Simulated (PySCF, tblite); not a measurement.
**C5H6F2O: geometry, infrared bands and NMR shifts**

Wanted: the infrared bands and NMR shifts of C5H6F2O (`FC1=C[C@@H](F)CCO1`), by calculation.

Programs: tblite 0.8.0 and PySCF 2.14.0, with density-fitted response routines of our own. Each step states its level of theory. These are calculated values for one molecule in the gas phase, unless marked as measured. Atoms count from 0, in the outputs and in this text.

## (1) The starting structure

14 atoms, charge 0, multiplicity 1; geometry from: force field or distance geometry start.

Bonds of the start (Å): F0–C1 1.37, C1–C2 1.33, C2–C3 1.51, C3–F4 1.40, C3–C5 1.52, C5–C6 1.52, C6–O7 1.42, O7–C1 1.38, C2–H8 1.08, C3–H9 1.09, C5–H10 1.09, C5–H11 1.11, C6–H12 1.12, C6–H13 1.11.

## (2) Relaxing the molecule with GFN2-xTB

The job: settings as JSON, then the geometry in Å.

```
{"job": {"kind": "relax", "xc": "GFN2-xTB", "basis": "xTB"}, "charge": 0, "multiplicity": 1}
F      2.782600     0.969700     0.055900
C      1.511500     0.490700     0.193300
C      1.229200    -0.796000     0.023100
C     -0.220400    -1.154400     0.213700
F     -0.457500    -0.996000     1.582900
C     -0.978000    -0.121900    -0.607400
C     -0.829000     1.185500     0.153600
O      0.515200     1.373200     0.562400
H      1.974700    -1.525900    -0.257200
H     -0.448800    -2.188300    -0.059500
H     -2.006800    -0.387400    -0.828900
H     -0.402600    -0.030200    -1.553300
H     -1.501400     1.214400     1.054600
H     -1.169300     1.966000    -0.555500
```

Started as:

```sh
$ OMP_NUM_THREADS=1 python probes_run.py task.json out
```

One launch serves the whole session: the jobs run in the order shown.

**Question.** This job is followed by: GFN2-xTB harmonic vibrations, gas phase; GIAO PBE0/pcSseg-1 NMR shielding, non-relativistic, gas phase. What will the session give for the following? strongest single infrared mode (GFN2-xTB); zero-point energy (GFN2-xTB); 13C shifts against TMS (PBE0/pcSseg-1); 1H shifts against TMS (PBE0/pcSseg-1); 19F shifts against CFCl3 (PBE0/pcSseg-1); 17O shifts against H2O (PBE0/pcSseg-1).

**Answer**, as computed:

| quantity | value |
| --- | --- |
| strongest single infrared mode (GFN2-xTB) | 1740 cm⁻¹, 308 km/mol |
| zero-point energy (GFN2-xTB) | 64.9 kcal/mol |
| 13C shifts against TMS (PBE0/pcSseg-1) | 174.2, 84.7, 78.8, 66.1, 32.4 ppm |
| 1H shifts against TMS (PBE0/pcSseg-1) | 5.34, 4.83, 4.49, 4.48, 1.85, 1.71 ppm |
| 19F shifts against CFCl3 (PBE0/pcSseg-1) | -80.3, -181.0 ppm |
| 17O shifts against H2O (PBE0/pcSseg-1) | 136.1 ppm |

What this shows: Over 55 steps the energy fell by 0.665 eV; of the close pairs, C1–O7 changed most, 1.381 to 1.336 Å. All 36 modes are real, so the xTB geometry is a minimum. The strongest single mode, at 1740 cm⁻¹, moves mainly C1 and C2. GFN2-xTB is a fitted tight-binding method: band positions and strengths are rough. Its intensities can rank the bands wrongly. The most deshielded carbon is C1 (alkene carbon bearing oxygen), at 174.2 ppm: an sp2 carbon further deshielded by the attached heteroatom. H9 (hydrogen on an allylic sp3 CH bonded to F) lies farthest downfield among hydrogen, at 5.34 ppm; its carbon carries F, an electronegative neighbour. At PBE0/pcSseg-1: Shielding is most anisotropic at O7 (span 181 ppm, paramagnetic term -197 ppm).
